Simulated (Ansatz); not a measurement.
# F2GeH4OSi: up Jacob's ladder to CCSD(T)

The task here is to estimate one member of a computed series from the others.

Method: functionals in def2-TZVPP, the program's frozen cores in correlated methods; program: Ansatz 0.2.0, Gaussian basis.

Plan: LDA (SPW92), PBE-D4, revPBE-D4, BLYP-D4, r2SCAN-D4, B97M-V, PBE0-D4, B3LYP-D4, r2SCANh-D4, r2SCAN0-D4, HSE06-D4, BHLYP-D4, CAM-B3LYP-D4, LC-ωPBE, ωB97X-V, ωB97M-V, B2PLYP, PBE-QIDH; CCSD(T)/def2-SVP; MP2/def2-TZVPP; MP2/def2-QZVPP; RPA on PBE.

1 further run of the same task is left out (it didn't finish).

### The geometry

The geometry comes from an earlier relaxation with PBE0-D4 in a triple-zeta def2 set; it is a stationary point, not always the lowest conformer.

SMILES `[F][GeH]([F])[O][SiH3]`, 9 atoms, charge 0, spin multiplicity 1.

Atoms are counted from 1 here; the program's logs count them from 0.

Bond lengths: F1–Ge2 1.717 Å, Ge2–F3 1.718 Å, Ge2–O4 1.730 Å, Ge2–H6 1.517 Å, O4–Si5 1.652 Å, Si5–H7 1.485 Å, Si5–H8 1.483 Å, Si5–H9 1.483 Å. Angles: F1–Ge2–F3 104.7°, F1–Ge2–O4 108.4°, F1–Ge2–H6 111.1°, F3–Ge2–O4 108.3°, F3–Ge2–H6 111.3°, O4–Ge2–H6 112.7°, Ge2–O4–Si5 137.1°, O4–Si5–H7 110.5°, O4–Si5–H8 107.9°, O4–Si5–H9 108.9°, H7–Si5–H8 110.0°, H7–Si5–H9 109.7°, H8–Si5–H9 109.8°.

Set-up of the first run:

Input file in.yaml:

```yaml
crystal:
  periodic: [false, false, false]
  atoms:
    - {symbol: F, position_ang: [1.781724, -1.296709, -1.079123]}
    - {symbol: Ge, position_ang: [1.497939, -0.386371, 0.349209]}
    - {symbol: F, position_ang: [2.068375, 1.191904, -0.019415]}
    - {symbol: O, position_ang: [-0.209627, -0.300153, 0.610195]}
    - {symbol: Si, position_ang: [-1.527291, 0.301746, -0.184112]}
    - {symbol: H, position_ang: [2.241763, -0.978120, 1.531401]}
    - {symbol: H, position_ang: [-1.172480, 0.663432, -1.579573]}
    - {symbol: H, position_ang: [-2.577051, -0.745071, -0.182214]}
    - {symbol: H, position_ang: [-2.014752, 1.503042, 0.536532]}
basis:
  gaussian: {orbitals: def2-TZVPP}
hamiltonian: {xc: lda}
output: {orbitals: {seedname: orbitals}}
```

The run is started by

```
> ansatz run in.yaml --threads 2 --pin off --events-out ev --progress --plain --max-ram 32768MiB --backend cpu
```

Among the steps run: LDA; PBE-D4 (GGA); revPBE-D4 (GGA); BLYP-D4 (GGA); r2SCAN-D4 (meta-GGA); B97M-V (meta-GGA); B3LYP-D4 (hybrid); r2SCANh-D4 (hybrid); r2SCAN0-D4 (hybrid); HSE06-D4 (hybrid); BHLYP-D4 (hybrid); CAM-B3LYP-D4 (range-separated); LC-ωPBE (range-separated); ωB97X-V (range-separated); ωB97M-V (range-separated); B2PLYP (double hybrid); PBE-QIDH (double hybrid).

One of the session's tables, all rows but one given; the rest of the session is left out.

It belongs to the step «Frontier levels by functional». 

```
  functional  HOMO (eV)  gap (eV)
 LDA (SPW92)      -7.87      6.10
      PBE-D4      -7.78      6.31
   revPBE-D4      -7.74      6.40
     BLYP-D4      -7.70      6.28
   r2SCAN-D4      -8.16      7.08
      B97M-V      -8.25      6.96
     PBE0-D4      -9.25      8.77
    B3LYP-D4      -9.04      8.25
  r2SCANh-D4      -8.69      7.96
  r2SCAN0-D4      -9.50      9.26
    HSE06-D4          ?         ?
    BHLYP-D4     -10.65     11.12
CAM-B3LYP-D4     -10.69     11.20
     LC-ωPBE     -12.05     13.86
     ωB97X-V     -11.71     13.35
     ωB97M-V     -11.55     12.90
```

**Question.** Estimate the row for HSE06-D4.

The run gave: HOMO (eV): -8.84; gap (eV): 7.99. In the column «HOMO (eV)» it lies between B3LYP-D4 (-9.04) and r2SCANh-D4 (-8.69).
